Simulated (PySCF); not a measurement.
**LaSF: a change of charge**

Aim: at the relaxed geometry of LaSF, try a change of charge. The species was built from a template and needn't be a known compound.

The runs use PySCF 2.14.0; PBE0, La def2-SVP with ECP46, S def2-SVP, F def2-SVP; scalar-relativistic core potentials, no spin–orbit coupling.

1 further run of the same task is left out (for a known fault of the program).

## Step 1: Where the work starts

3 atoms, charge 0, spin multiplicity 1.

Bond lengths: La1–S2 2.438 Å, La1–F3 2.131 Å. Angles: S2–La1–F3 109.9°.

Coordinates:

```mol
FLaS
  3D, bonds by distance, orders not assigned

  3  2  0  0  0  0  0  0  0  0999 V2000
   -0.1982    0.0000   -0.4991 La  0  0
    1.8276    0.0000    0.8567 S   0  0
   -1.9149    0.0000    0.7635 F   0  0
  1  2  8  0
  1  3  8  0
M  END
```

Formal oxidation states: La +3. An earlier session relaxed this geometry at PBE0, La def2-SVP with ECP46, S def2-SVP, F def2-SVP (singlet, point group Cs).

Its energy there is -529.295789 Eh.

## Step 2: One electron removed, multiplicity 2

Contents of run.py (the lines that set the calculation):

```python
mol = gto.M(atom='''
La    -0.19824     0.00000    -0.49908
S      1.82755     0.00000     0.85670
F     -1.91493     0.00000     0.76347''',
    basis={'La': 'def2-SVP', 'S': 'def2-SVP', 'F': 'def2-SVP'},
    ecp={'La': 'def2-SVP'},
    charge=1, spin=1)
mf = dft.UKS(mol, xc='PBE0')
mf.grids.atom_grid = (50, 194)  # f atoms: unpruned, at least (60, 302)
mf = mf.density_fit()  # fitting sets: La def2-universal-JKFIT, S def2-universal-JKFIT, F def2-universal-JKFIT
mf.conv_tol = 1e-08; mf.max_cycle = 55
mf.kernel(dm0)  # dm0: the density of the relaxed state
```

On the command line:

```
$ OMP_NUM_THREADS=2 python run.py
```

The program printed:

```text
init E= -529.308002661378
  HOMO = -0.215146051876  LUMO = -0.20563700091  gap/eV = 0.25875
cycle= 1 E= -528.955927335679  delta_E= 0.352  |g|= 0.244  |ddm|= 0.656
  HOMO = -0.53734887995  LUMO = -0.469947881973  gap/eV = 1.83407
cycle= 2 E= -528.936826321396  delta_E= 0.0191  |g|= 0.309  |ddm|= 0.801
  HOMO = -0.47718372597  LUMO = -0.382112292358  gap/eV = 2.58703
cycle= 3 E= -529.004896178218  delta_E= -0.0681  |g|= 0.0813  |ddm|= 0.471
  HOMO = -0.470970185854  LUMO = -0.371810600536  gap/eV = 2.69827
cycle= 4 E= -529.006662912241  delta_E= -0.00177  |g|= 0.041  |ddm|= 0.0763
  HOMO = -0.467989972181  LUMO = -0.36630378233  gap/eV = 2.76702
cycle= 5 E= -529.007308537892  delta_E= -0.000646  |g|= 0.0121  |ddm|= 0.0492
  HOMO = -0.467623123647  LUMO = -0.365112888316  gap/eV = 2.78945
cycle= 6 E= -529.00741441248  delta_E= -0.000106  |g|= 0.00234  |ddm|= 0.0206
  HOMO = -0.467716568201  LUMO = -0.36499390607  gap/eV = 2.79523
cycle= 7 E= -529.007431770632  delta_E= -1.74e-05  |g|= 0.00125  |ddm|= 0.00914
  HOMO = -0.467716866318  LUMO = -0.3649634396  gap/eV = 2.79606
cycle= 8 E= -529.007443743265  delta_E= -1.2e-05  |g|= 0.000933  |ddm|= 0.00864
  HOMO = -0.467661844518  LUMO = -0.36492772787  gap/eV = 2.79554
cycle= 9 E= -529.007458608553  delta_E= -1.49e-05  |g|= 0.000715  |ddm|= 0.0134
  HOMO = -0.46760381917  LUMO = -0.364853987515  gap/eV = 2.79597
cycle= 10 E= -529.007476290902  delta_E= -1.77e-05  |g|= 0.000396  |ddm|= 0.0248
  HOMO = -0.467581567731  LUMO = -0.364816625914  gap/eV = 2.79638
cycle= 11 E= -529.007481090899  delta_E= -4.8e-06  |g|= 0.000154  |ddm|= 0.017
  HOMO = -0.467579502354  LUMO = -0.364849391998  gap/eV = 2.79543
cycle= 12 E= -529.00748135978  delta_E= -2.69e-07  |g|= 4.01e-05  |ddm|= 0.0043
  HOMO = -0.467583526845  LUMO = -0.364870039878  gap/eV = 2.79498
cycle= 13 E= -529.007481365499  delta_E= -5.72e-09  |g|= 1.67e-05  |ddm|= 0.000419
  HOMO = -0.467588738011  LUMO = -0.364871686101  gap/eV = 2.79507
Extra cycle  E= -529.007481365711  delta_E= -2.12e-10  |g|= 1.8e-05  |ddm|= 5.6e-05
converged SCF energy = -529.007481365711  <S^2> = 0.75419677  2S+1 = 2.0041924
```

Wall time 1.2 s (2 threads of Arm Neoverse V1, shared host).

Read off: E = -529.007481 Eh (+7.845 eV from the relaxed state), HOMO -12.72 eV, LUMO -9.93 eV (over both spins), ⟨S²⟩ = 0.754, Mulliken charge on La1 +1.33 e. 

## Step 3: One electron added, multiplicity 2

Edit run.py (the lines that set the calculation) of step 2 so:

```diff
@@ -6,3 +6,3 @@
     ecp={'La': 'def2-SVP'},
-    charge=1, spin=1)
+    charge=-1, spin=1)
 mf = dft.UKS(mol, xc='PBE0')
```

On the command line:

```
$ OMP_NUM_THREADS=2 python run.py
```

The program printed:

```text
init E= -529.30671796285
  HOMO = -0.0845275241339  LUMO = -0.0823590971195  gap/eV = 0.05901
cycle= 1 E= -529.320180578345  delta_E= -0.0135  |g|= 0.112  |ddm|=  1.1
  HOMO = 0.0315434166895  LUMO = 0.0921977843623  gap/eV = 1.65049
cycle= 2 E= -529.314728174954  delta_E= 0.00545  |g|= 0.164  |ddm|= 0.973
  HOMO = 0.0122232426651  LUMO = 0.0745910941922  gap/eV = 1.69712
cycle= 3 E= -529.336014370624  delta_E= -0.0213  |g|= 0.0375  |ddm|= 0.337
  HOMO = 0.00676536283939  LUMO = 0.0689803636127  gap/eV = 1.69296
cycle= 4 E= -529.336912718598  delta_E= -0.000898  |g|= 0.01  |ddm|= 0.0694
  HOMO = 0.00470404618282  LUMO = 0.0669522502057  gap/eV = 1.69386
cycle= 5 E= -529.337015718189  delta_E= -0.000103  |g|= 0.00632  |ddm|= 0.0386
  HOMO = 0.00423140473722  LUMO = 0.0664486942651  gap/eV = 1.69302
cycle= 6 E= -529.337045661438  delta_E= -2.99e-05  |g|= 0.00271  |ddm|= 0.017
  HOMO = 0.00407329524562  LUMO = 0.0662481715809  gap/eV = 1.69186
cycle= 7 E= -529.337055777555  delta_E= -1.01e-05  |g|= 0.00104  |ddm|= 0.0116
  HOMO = 0.0040307315432  LUMO = 0.0661714990622  gap/eV = 1.69094
cycle= 8 E= -529.337059153585  delta_E= -3.38e-06  |g|= 0.000274  |ddm|= 0.00952
  HOMO = 0.00403689353713  LUMO = 0.0661719673007  gap/eV = 1.69078
cycle= 9 E= -529.337059514295  delta_E= -3.61e-07  |g|= 8.42e-05  |ddm|= 0.00286
  HOMO = 0.00404455396865  LUMO = 0.0661842102696  gap/eV = 1.69091
cycle= 10 E= -529.337059549327  delta_E= -3.5e-08  |g|= 4.07e-05  |ddm|= 0.000874
  HOMO = 0.00404476415427  LUMO = 0.066185588954  gap/eV = 1.69094
cycle= 11 E= -529.337059553172  delta_E= -3.85e-09  |g|= 1e-05  |ddm|= 0.000263
  HOMO = 0.00404367472426  LUMO = 0.0661842900721  gap/eV = 1.69093
Extra cycle  E= -529.337059553414  delta_E= -2.42e-10  |g|= 8.86e-06  |ddm|= 5.47e-05
converged SCF energy = -529.337059553414  <S^2> = 0.75156567  2S+1 = 2.0015651
```

Wall time 1.1 s (2 threads of Arm Neoverse V1, shared host).

Result: E = -529.337060 Eh (-1.123 eV from the relaxed state), HOMO 0.11 eV, LUMO 1.80 eV (over both spins), ⟨S²⟩ = 0.752, Mulliken charge on La1 -0.06 e. The highest filled level lies above zero; it isn't the detachment energy.

## Step 4: Results

| state | energy from the relaxed state (eV) | ⟨S²⟩ | time |
| --- | --- | --- | --- |
| charge 0, singlet, vacuum (relaxed) | 0 | 0.00 |  |
| charge -1, doublet, vacuum | -1.12 | 0.75 | 1.1 s |
| charge +1, doublet, vacuum | 7.85 | 0.75 | 1.2 s |

An electron taken off or put on is at rest in vacuum. 

Removing an electron vertically costs 7.85 eV (doublet), against −HOMO = 5.78 eV. Adding an electron vertically releases 1.12 eV (doublet). These are double-zeta-type bases without diffuse functions. Spin–orbit coupling is left out.
